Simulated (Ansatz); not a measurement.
# CH9BOSi2: one species, many methods

One table from this session's results is given with a row withheld; the runs are named, their logs left out.

Method: functionals in def2-TZVPP, the program's frozen cores in correlated methods; program: Ansatz 0.2.0, Gaussian basis.

Plan: LDA (SPW92), PBE-D4, revPBE-D4, BLYP-D4, r2SCAN-D4, B97M-V, PBE0-D4, B3LYP-D4, r2SCANh-D4, r2SCAN0-D4, HSE06-D4, BHLYP-D4, CAM-B3LYP-D4, LC-ωPBE, ωB97X-V, ωB97M-V, B2PLYP, PBE-QIDH; CCSD(T)/def2-SVP; CCSD(T)/def2-TZVPP; MP2/def2-QZVPP; extrapolation to the limit; RPA on PBE.

## Structure used throughout

The geometry comes from an earlier relaxation with PBE0-D4 in a triple-zeta def2 set; it is a stationary point, not always the lowest conformer.

14 atoms, charge 0, spin multiplicity 1.

Atoms are counted from 1 here; the program's logs count them from 0.

Bond lengths: C1–Si2 1.857 Å, C1–H6 1.092 Å, C1–H7 1.092 Å, C1–H8 1.094 Å, Si2–O3 1.667 Å, Si2–H9 1.484 Å, Si2–H10 1.484 Å, O3–B4 1.344 Å, B4–Si5 2.032 Å, B4–H11 1.210 Å, Si5–H12 1.489 Å, Si5–H13 1.492 Å, Si5–H14 1.492 Å. Angles: Si2–C1–H6 111.6°, Si2–C1–H7 111.6°, Si2–C1–H8 109.3°, H6–C1–H7 108.3°, H6–C1–H8 108.0°, H7–C1–H8 108.0°, C1–Si2–O3 112.4°, C1–Si2–H9 111.1°, C1–Si2–H10 111.2°, O3–Si2–H9 106.2°, O3–Si2–H10 106.2°, H9–Si2–H10 109.4°, Si2–O3–B4 134.3°, O3–B4–Si5 120.6°, O3–B4–H11 119.2°, Si5–B4–H11 120.1°, B4–Si5–H12 113.8°, B4–Si5–H13 109.7° and more.

The first run:

File in.yaml:

```yaml
crystal:
  periodic: [false, false, false]
  atoms:
    - {symbol: C, position_ang: [-2.168530, 0.607079, 1.036734]}
    - {symbol: Si, position_ang: [-1.012452, 1.457809, -0.141703]}
    - {symbol: O, position_ang: [0.329823, 0.533963, -0.493773]}
    - {symbol: B, position_ang: [0.759853, -0.680744, -0.110253]}
    - {symbol: Si, position_ang: [2.511870, -1.429186, -0.815483]}
    - {symbol: H, position_ang: [-1.683101, 0.393974, 1.991504]}
    - {symbol: H, position_ang: [-2.540924, -0.333280, 0.624764]}
    - {symbol: H, position_ang: [-3.027627, 1.255783, 1.230718]}
    - {symbol: H, position_ang: [-0.503118, 2.728400, 0.431463]}
    - {symbol: H, position_ang: [-1.677861, 1.733691, -1.439150]}
    - {symbol: H, position_ang: [0.090346, -1.327519, 0.662361]}
    - {symbol: H, position_ang: [3.220831, -0.516447, -1.754168]}
    - {symbol: H, position_ang: [3.426490, -1.731095, 0.324467]}
    - {symbol: H, position_ang: [2.261502, -2.721529, -1.518582]}
basis:
  gaussian: {orbitals: def2-TZVPP}
hamiltonian: {xc: lda}
output: {orbitals: {seedname: orbitals}}
```

Command:

```
ansatz run in.yaml --threads 4 --pin off --events-out ev --progress --plain --max-ram 10444MiB
```

Steps of the session up to this table: LDA; PBE-D4 (GGA); revPBE-D4 (GGA); BLYP-D4 (GGA); r2SCAN-D4 (meta-GGA); B97M-V (meta-GGA); PBE0-D4 (hybrid); B3LYP-D4 (hybrid); r2SCANh-D4 (hybrid); r2SCAN0-D4 (hybrid); HSE06-D4 (hybrid); BHLYP-D4 (hybrid); CAM-B3LYP-D4 (range-separated); LC-ωPBE (range-separated); ωB97X-V (range-separated); ωB97M-V (range-separated); B2PLYP (double hybrid); PBE-QIDH (double hybrid).

One of the session's tables, all rows but one given; the rest of the session is left out.

It belongs to the step «Orbital energies across the functionals». 

```
  functional  HOMO (eV)  gap (eV)
 LDA (SPW92)          ?         ?
      PBE-D4      -6.23      4.10
   revPBE-D4      -6.19      4.15
     BLYP-D4      -6.13      4.17
   r2SCAN-D4      -6.49      4.63
      B97M-V      -6.65      4.64
     PBE0-D4      -7.49      6.33
    B3LYP-D4      -7.31      5.94
  r2SCANh-D4      -6.96      5.44
  r2SCAN0-D4      -7.66      6.65
    HSE06-D4      -7.09      5.54
    BHLYP-D4      -8.70      8.58
CAM-B3LYP-D4      -8.86      8.83
     LC-ωPBE     -10.18     11.31
     ωB97X-V      -9.86     10.87
     ωB97M-V      -9.69     10.45
```

Q: Estimate the row for LDA (SPW92) from the others.

**Answer.** HOMO (eV): -6.31; gap (eV): 3.95. In the column «HOMO (eV)» it lies between r2SCAN-D4 (-6.49) and PBE-D4 (-6.23).
